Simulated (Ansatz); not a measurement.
# Li2GeS3: the cost of one run

Program: Ansatz 0.2.0. Level of theory: DFT PBE+D3(BJ), scalar-relativistic, plane waves, PAW. These are calculated values, not measurements.

## (1) The structure to begin with

The cell holds 24 atoms (Ge4Li8S12): a = 8.162 Å, b = 8.112 Å, c = 8.237 Å, α = 91.18°, β = 95.36°, γ = 86.30°.

It is the last frame of an earlier stage of the same melt, run at 1300 K.

The coordinates stand in the first input below.

## (2) Langevin stage at 720 K

One k point, a Fermi-Dirac width of 0.062 eV and a fixed cell.

input.yaml reads:

```yaml
crystal:
  lattice:
    - [8.149213, 0.260884, -0.382563]
    - [0.260884, 8.10744, -0.078145]
    - [-0.382563, -0.078145, 8.227437]
  atoms:
    - { symbol: Ge, position: [0.4330995833, 0.4755010319, 0.4619179366] }
    - { symbol: Ge, position: [0.1693088711, 0.3302631375, 0.2734338939] }
    - { symbol: Ge, position: [0.8489708118, 0.4021022896, 0.2797591018] }
    - { symbol: Ge, position: [0.3583098332, 0.3905132579, 0.8669850227] }
    - { symbol: S, position: [0.6885823505, 0.3804107834, 0.0652244722] }
    - { symbol: S, position: [0.181161242, 0.3107697758, 0.6078624276] }
    - { symbol: S, position: [0.9366284314, 0.6652289727, 0.2838477884] }
    - { symbol: S, position: [0.8183892925, 0.0124061772, 0.7432987764] }
    - { symbol: S, position: [0.0629978409, 0.3937317937, 0.955219028] }
    - { symbol: S, position: [0.5649868271, 0.0500350551, 0.7510575366] }
    - { symbol: S, position: [0.1747888711, 0.6315171704, 0.2268331833] }
    - { symbol: S, position: [0.6759890152, 0.3662430791, 0.5494515022] }
    - { symbol: S, position: [0.1727759955, 0.0423545701, 0.5180226288] }
    - { symbol: S, position: [0.8830495579, 0.8841689631, 0.9721808446] }
    - { symbol: S, position: [0.5977002143, 0.8916097961, 0.2927101839] }
    - { symbol: S, position: [0.3214658982, 0.6146855209, 0.7245955409] }
    - { symbol: Li, position: [0.5407756523, 0.7322527046, 0.0797786727] }
    - { symbol: Li, position: [0.7380086529, 0.7847152743, 0.5060308723] }
    - { symbol: Li, position: [0.101208545, 0.7095316737, 0.906207347] }
    - { symbol: Li, position: [0.9098332741, 0.9989175591, 0.3247544033] }
    - { symbol: Li, position: [0.6439728993, 0.1018072261, 0.1001370323] }
    - { symbol: Li, position: [0.4578051683, 0.9607289144, 0.5067230583] }
    - { symbol: Li, position: [0.793489746, 0.2684200327, 0.8383742726] }
    - { symbol: Li, position: [0.1142980583, 0.1537176384, 0.8618306268] }
  symmetry: { detect: false }
basis:
  ecutwfc: 420
  xc_grid: 1
kpoints:
  mp_grid: { grid: [1, 1, 1], shift: [0.25, 0.25, 0.25] }
hamiltonian:
  xc: pbe
  dispersion: d3bj
scf:
  occupations: { method: fermi_dirac, width: 0.062 }
  lower_state_search: "off"
  convergence: { dr2_threshold: 1.0e-05 }
output:
  forces: true
  stress: true
md:
  timestep: 1.5
  n_steps: 93
  ensemble: nvt_langevin
  friction: 0.03
  temperature: 720.0
  initial_velocities: maxwell_boltzmann
  seed: 90436
```

On the command line:

```console
> ansatz run input.yaml --threads 2 --pin off --max-ram 5120MiB --backend cpu --events-out ev --progress --plain --runs-dir out
```

Q: Estimate wall time and peak memory on 2 threads of Arm Neoverse V1, shared host.

About 4.1 min, with a peak of 0.65 GiB.
